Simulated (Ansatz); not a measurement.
# Sc3PN2: the cost of one run

Method: DFT PBE, scalar-relativistic, plane waves, PAW, in Ansatz 0.2.0.

### 1 The structure to begin with

The structure is hexagonal, space group P6/mmm (No. 191). Conventional cell: a = 5.315 Å, b = 5.315 Å, c = 4.040 Å, α = 90.00°, β = 90.00°, γ = 120.00°. Around Sc (site symmetry mmm) lie 4 N at 2.54 Å and 4 Sc at 2.66 Å and 4 P at 3.34 Å. Around P (site symmetry 6/mmm) lie 6 N at 3.07 Å and 12 Sc at 3.34 Å. N (site symmetry -6m2) is surrounded by 6 Sc at 2.54 Å.

Structure file:

```
CELL_PARAMETERS angstrom
5.31522 0.00000 0.00000
-2.65761 4.60311 0.00000
0.00000 0.00000 4.04017
ATOMIC_POSITIONS crystal
Sc 0.50000 0.50000 0.50000
Sc 0.50000 0.00000 0.50000
Sc 0.00000 0.50000 0.50000
P 0.00000 0.00000 0.00000
N 0.66667 0.33333 0.00000
N 0.33333 0.66667 0.00000
```

The cell is invented: species swapped into a database cell of EuAl2Ag3 (P6/mmm, No. 191), with P on the Eu sites, N on the Al sites and Sc on the Ag sites. Lengths come from tabulated atomic sizes and are only a guess.

### 2 The guess as it stands, on a coarse mesh

Contents of input.yaml:

```yaml
crystal:
  lattice:
    - [5.31521535, 0.0, 0.0]
    - [-2.65760768, 4.60311152, 0.0]
    - [0.0, 0.0, 4.04017178]
  atoms:
    - { symbol: Sc, position: [0.5, 0.5, 0.5] }
    - { symbol: Sc, position: [0.5, 0.0, 0.5] }
    - { symbol: Sc, position: [0.0, 0.5, 0.5] }
    - { symbol: P, position: [0.0, 0.0, 0.0] }
    - { symbol: "N", position: [0.66666667, 0.33333333, 0.0] }
    - { symbol: "N", position: [0.33333333, 0.66666667, 0.0] }
basis:
  ecutwfc: 420
kpoints:
  mp_grid: { grid: [6, 6, 4] }
hamiltonian:
  xc: pbe
scf:
  occupations: { method: gaussian, width: 0.1 }
  lower_state_search: "off"
output:
  forces: true
  stress: true
  eigenvalues: true
```

Command:

```bash
> ansatz run input.yaml --threads 1 --pin off --max-ram 2560MiB --backend cpu --events-out ev --progress --plain --runs-dir out
```

**Question.** How long does this run take on 1 thread of Intel Xeon at 2.70GHz, shared host, and how much memory does it need?

About 3.8 s, with a peak of 0.4 GiB.
